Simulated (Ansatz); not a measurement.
**BClHInO: small, medium and large basis sets**

One table from this session's results is given with a row withheld; the runs are named, their logs left out.

Program: Ansatz 0.2.0, Gaussian basis. Level of theory: one geometry, several basis sets. These are calculated values, not measurements.

Plan: PBE0-D4/def2-SVP; ωB97M-V/def2-SVP; PBE0-D4/def2-QZVPP; ωB97M-V/def2-QZVPP; the functionals' def2-TZVPP values are taken from earlier runs.

## The geometry

An earlier PBE0-D4 in a triple-zeta def2 set relaxation fixed the geometry. In takes the def2 core potential; no spin-orbit term is included.

5 atoms, charge 0, spin multiplicity 1.

Atoms are counted from 1 here; the program's logs count them from 0.

Bond lengths: Cl1–B3 1.865 Å, In2–O4 2.147 Å, B3–O4 1.298 Å, B3–H5 1.195 Å. Angles: Cl1–B3–O4 117.9°, Cl1–B3–H5 113.2°, O4–B3–H5 128.9°, In2–O4–B3 115.2°.

The first run:

File in.yaml:

```yaml
crystal:
  periodic: [false, false, false]
  atoms:
    - {symbol: Cl, position_ang: [0.779252, -0.351380, 1.440792]}
    - {symbol: In, position_ang: [-1.793632, -1.457368, 0.121255]}
    - {symbol: B, position_ang: [0.434488, 0.435721, -0.214113]}
    - {symbol: O, position_ang: [-0.621170, 0.048709, -0.861737]}
    - {symbol: H, position_ang: [1.250962, 1.250617, -0.527697]}
basis:
  gaussian: {orbitals: def2-SVP}
hamiltonian: {xc: pbe0, dispersion: d4}
output: {orbitals: {seedname: orbitals}}
```

Run with:

```sh
$ ansatz run in.yaml --threads 2 --pin off --events-out ev --progress --plain --max-ram 4352MiB
```

Steps of the session up to this table: PBE0-D4 in def2-SVP; ωB97M-V in def2-SVP; PBE0-D4 in def2-QZVPP; ωB97M-V in def2-QZVPP.

One of the session's tables, all rows but one given; the rest of the session is left out.

It belongs to the step «Functionals by basis». 

```
functional       basis  HOMO (eV)  LUMO (eV)
   PBE0-D4    def2-SVP          ?          ?
   PBE0-D4  def2-TZVPP      -7.28      -1.84
   PBE0-D4  def2-QZVPP      -7.29      -1.85
   ωB97M-V    def2-SVP      -9.28      -0.25
   ωB97M-V  def2-TZVPP      -9.38      -0.36
   ωB97M-V  def2-QZVPP      -9.40      -0.41
```

**Question.** Estimate the row for PBE0-D4, def2-SVP.

The run gave: HOMO (eV): -7.22; LUMO (eV): -1.82. In the column «HOMO (eV)» it is the highest.
